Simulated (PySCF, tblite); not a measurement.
# C₅H₈F₃OP: infrared bands and NMR shifts

Aim: predict the infrared bands and NMR shifts of C₅H₈F₃OP (`O=[P@@H]1CCC[C@H]1C(F)(F)F`).

The runs use tblite 0.8.0 and PySCF 2.14.0, with density-fitted response routines of our own; the level of theory stands in each step. All values are computed, except where a source is named. Atoms count from 0, in the outputs and in this text.

### Step 1. The molecule as given

18 atoms, charge 0, multiplicity 1; geometry from: GFN2-xTB.

Bonds of the start (Å): O0–P1 1.46, P1–C2 1.83, C2–C3 1.52, C3–C4 1.53, C4–C5 1.53, C5–C6 1.51, C6–F7 1.34, C6–F8 1.34, C6–F9 1.34, C5–P1 1.86, P1–H10 1.39, C2–H11 1.09, C2–H12 1.09, C3–H13 1.09, C3–H14 1.09, C4–H15 1.09, C4–H16 1.09, C5–H17 1.09.

### Step 2. Infrared spectrum with GFN2-xTB

Job settings and geometry (Å):

```
{"job": {"kind": "ir", "xc": "GFN2-xTB", "basis": "xTB"}, "charge": 0, "multiplicity": 1}
O     -0.286585     2.392900     1.515096
P     -0.285270     1.459099     0.393729
C     -1.782396     0.458323     0.057314
C     -1.235764    -0.845455    -0.512461
C     -0.050001    -1.255586     0.366208
C      0.828415    -0.020699     0.591306
C      1.962106     0.092211    -0.393936
F      2.922317    -0.824377    -0.200518
F      2.551795     1.295772    -0.314810
F      1.563457    -0.048210    -1.667930
H      0.078360     2.014591    -0.829310
H     -2.469526     0.964326    -0.619845
H     -2.290980     0.301754     1.012597
H     -1.994832    -1.627618    -0.523617
H     -0.895123    -0.685804    -1.536603
H      0.522182    -2.064132    -0.091398
H     -0.420761    -1.603721     1.331609
H      1.273849     0.002945     1.590916
```

**Question.** This job is followed by: GIAO PBE0/pcSseg-1 NMR shielding, non-relativistic, gas phase. What will the session give for the following? strongest single infrared mode (GFN2-xTB); zero-point energy (GFN2-xTB); ¹³C shifts against TMS (PBE0/pcSseg-1); ¹H shifts against TMS (PBE0/pcSseg-1); ¹⁷O shifts against H2O (PBE0/pcSseg-1); ³¹P shifts against H3PO4 (PBE0/pcSseg-1); ¹⁹F shifts against CFCl3 (PBE0/pcSseg-1, means over atoms taken as alike).

As calculated:

| quantity | value |
| --- | --- |
| strongest single infrared mode (GFN2-xTB) | 1307 cm⁻¹, 295 km/mol |
| zero-point energy (GFN2-xTB) | 80.3 kcal/mol |
| ¹³C shifts against TMS (PBE0/pcSseg-1) | 136.2, 48.5, 32.1, 28.4, 24.8 ppm |
| ¹H shifts against TMS (PBE0/pcSseg-1) | 7.79, 2.65, 2.13, 2.05, 2.00, 1.90, 1.60, 1.57 ppm |
| ¹⁷O shifts against H2O (PBE0/pcSseg-1) | 101.7 ppm |
| ³¹P shifts against H3PO4 (PBE0/pcSseg-1) | 17.3 ppm |
| ¹⁹F shifts against CFCl3 (PBE0/pcSseg-1, means over atoms taken as alike) | -78.9 ppm |

**Reading.** No mode is imaginary among the 48: a minimum at this level. The strongest single mode, at 1307 cm⁻¹, moves mainly O0 and P1. Unscaled tight-binding wavenumbers are off by several per cent, some by more. Its intensities can rank the bands wrongly. At PBE0/pcSseg-1: The largest span, 322 ppm, is at P1, where the paramagnetic term is -662 ppm.
